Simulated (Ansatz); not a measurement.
# C2H2S (ethynethiol): r2SCAN0/def2-SVPD

What is the electronic atomisation energy of C2H2S (ethynethiol) at r2SCAN0/def2-SVPD? 

The results are computed with Ansatz 0.2.0.

48 further runs of the same task are left out: 48 set aside as unsound or not needed.

## (1) The molecule

C2H2S: 5 atoms, total charge 0, spin state singlet. As SMILES, `C#CS`. The shape is that of a PBE0-D4/def2-TZVP optimisation.

Bond lengths: C1–C2 1.204 Å, C2–S3 1.679 Å, C1–H4 1.064 Å, S3–H5 1.346 Å. Angles: C1–C2–S3 175.2°, C2–C1–H4 179.3°, C2–S3–H5 96.7°.

## (2) A single-point energy at r2SCAN0/def2-SVPD

The input, molecule.yaml:

```yaml
crystal:
  periodic: [false, false, false]
  atoms:
    - {symbol: C, position_ang: [-1.196800, -0.342000, 0.001900]}
    - {symbol: C, position_ang: [0.000700, -0.223700, 0.026100]}
    - {symbol: S, position_ang: [1.678900, -0.197600, 0.083400]}
    - {symbol: H, position_ang: [-2.256800, -0.433400, -0.021800]}
    - {symbol: H, position_ang: [1.823900, 1.123100, -0.131000]}
basis:
  gaussian:
    orbitals: def2-SVPD
hamiltonian:
  xc: {name: r2SCAN0}
accuracy: high
output: {orbitals: {seedname: orbitals}}
```

Launch:

```bash
$ ansatz run molecule.yaml --threads 1 --pin off --max-ram 3480MiB --events-out events.jsonl --progress --plain --runs-dir runs
```

Log:

```text
Warning: RAYON_NUM_THREADS=1 ignored (pool sized by the plan → 1); use --threads N
Functional definition: r2SCAN0
  name "r2SCAN0"
  parameter a = 0.25
  parameter k0 = 0.174
  parameter k1 = 0.065
  parameter a1 = 4.9479
  exchange = (1 - a)*r2scan_x(k0 = k0, k1 = k1, a1 = a1) + a*exact_x
  correlation = r2scan_c
1540 factors; integrals over basis functions are off by at most 3.7e-9 eV
mean field evaluation 1: about -12928.8945 eV, gradient 3.5e1 eV
mean field evaluation 2: about -12927.3242 eV, gradient 4.1e1 eV
mean field evaluation 4: about -12932.2446 eV, gradient 4.7e0 eV
mean field evaluation 8: about -12932.2968 eV, gradient 3.1e-2 eV
mean field evaluation 16: about -12932.2968 eV, gradient 1.1e-6 eV
mean field -12932.29680512 eV, -475.2531417626 hartree, gradient 1.8e-8 eV, S^2 0.000000; 0 other end points of the search recorded, 0 dependent functions left out
reference -12932.29680601 eV, -475.2531417953 hartree; 15, 15 occupied and 68, 68 virtual orbitals, 1540 factors
Total energy: -12932.29680601 eV, -475.2531417953 hartree
```

Run time: 8.4 s. Hardware: 1 thread of Arm Neoverse V1, shared host; peak memory 0.25 GiB.

## (3) The C atom

The input, molecule.yaml:

```yaml
crystal:
  periodic: [false, false, false]
  atoms:
    - {symbol: C, position_ang: [0.000000, 0.000000, 0.000000]}
basis:
  gaussian:
    orbitals: def2-SVPD
hamiltonian:
  xc: {name: r2SCAN0}
accuracy: high
magnetization:
  spin_polarized: true
  initial_magnetization: 2
```

Run the same way, it converges to -37.78918 Eh (log not shown).

## (4) The H atom at the same level

The input, job.yaml:

```yaml
crystal:
  periodic: [false, false, false]
  atoms:
    - {symbol: H, position_ang: [0.000000, 0.000000, 0.000000]}
basis:
  gaussian: {orbitals: def2-SVPD}
magnetization: {spin_polarized: true, initial_magnetization: 1}
hamiltonian: {xc: {name: r2SCAN0}}
accuracy: high
```

Run the same way, it converges to -0.49923 Eh (log not shown).

## (5) The S atom, same level

The input, in.yaml:

```yaml
crystal:
  periodic: [false, false, false]
  atoms:
    - {symbol: S, position_ang: [0.000000, 0.000000, 0.000000]}
basis:
  gaussian: {orbitals: def2-SVPD}
magnetization: {spin_polarized: true, initial_magnetization: 2}
hamiltonian: {xc: {name: r2SCAN0}}
accuracy: high
```

Run the same way, it converges to -397.95410 Eh (log not shown).

## (6) Results

At r2SCAN0/def2-SVPD:

```
                     quantity          value
       molecule: total energy  -475.25314 Eh
        molecule: HOMO energy       -7.17 eV
        molecule: LUMO energy       -0.12 eV
      molecule: HOMO–LUMO gap        7.05 eV
         C atom: total energy   -37.78918 Eh
                 C atom: ⟨S²⟩          2.007
         H atom: total energy    -0.49923 Eh
                 H atom: ⟨S²⟩          0.750
         S atom: total energy  -397.95410 Eh
                 S atom: ⟨S²⟩          2.006
electronic atomisation energy      19.653 eV
```

In words: Taking the molecule apart into free atoms costs 19.65 eV (453 kcal/mol), before zero-point energy and without spin-orbit coupling.
